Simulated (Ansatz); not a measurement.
# Li2Sn: the cost of one run

Computed with Ansatz 0.2.0 (DFT PBE, scalar-relativistic, plane waves, PAW, unless a step's input says otherwise).

## Step 1: The system as given

Symmetry: P6/mmm, No. 191, hexagonal system. The conventional cell has a = 3.686 Å, b = 3.686 Å, c = 3.980 Å, α = 90.00°, β = 90.00°, γ = 120.00°. Around Li (site symmetry -6m2) lie 3 Li at 2.13 Å. Around Sn (site symmetry 6/mmm) lie 12 Li at 2.91 Å.

Coordinates:

```
CELL_PARAMETERS angstrom
3.68634 0.00000 0.00000
-1.84317 3.19247 0.00000
0.00000 0.00000 3.98027
ATOMIC_POSITIONS crystal
Li 0.33333 0.66667 0.50000
Li 0.66667 0.33333 0.50000
Sn 0.00000 0.00000 0.00000
```

This is candidate A: AlB2 type (P6/mmm, No. 191).

(A quick probe on a coarse mesh, which set the mesh and smearing, is not shown.)

## Step 3: A loose first relaxation (candidate A)

Contents of input.yaml:

```yaml
crystal:
  lattice:
    - [3.6863449311, 0.0, 0.0]
    - [-1.8431724655, 3.1924683574, 0.0]
    - [0.0, 0.0, 3.9802727661]
  atoms:
    - { symbol: Li, position: [0.3333333333, 0.6666666667, 0.5] }
    - { symbol: Li, position: [0.6666666667, 0.3333333333, 0.5] }
    - { symbol: Sn, position: [0.0, 0.0, 0.0] }
basis:
  ecutwfc: 420
kpoints:
  mp_grid: { grid: [6, 6, 4] }
hamiltonian:
  xc: pbe
scf:
  occupations: { method: gaussian, width: 0.1 }
  lower_state_search: "off"
output:
  forces: true
  stress: true
  eigenvalues: true
relax:
  adjacent_minimum: "off"
  f_tol: 0.04
  max_steps: 70
  cell: { stress_tol: 0.4 }
```

Started as:

```console
ansatz run input.yaml --threads 1 --pin off --max-ram 2560MiB --backend cpu --events-out ev --progress --plain --runs-dir out
```

What time and memory should one allow on 1 thread of Arm Neoverse N1, shared host?

About 36 s, with a peak of 0.31 GiB.
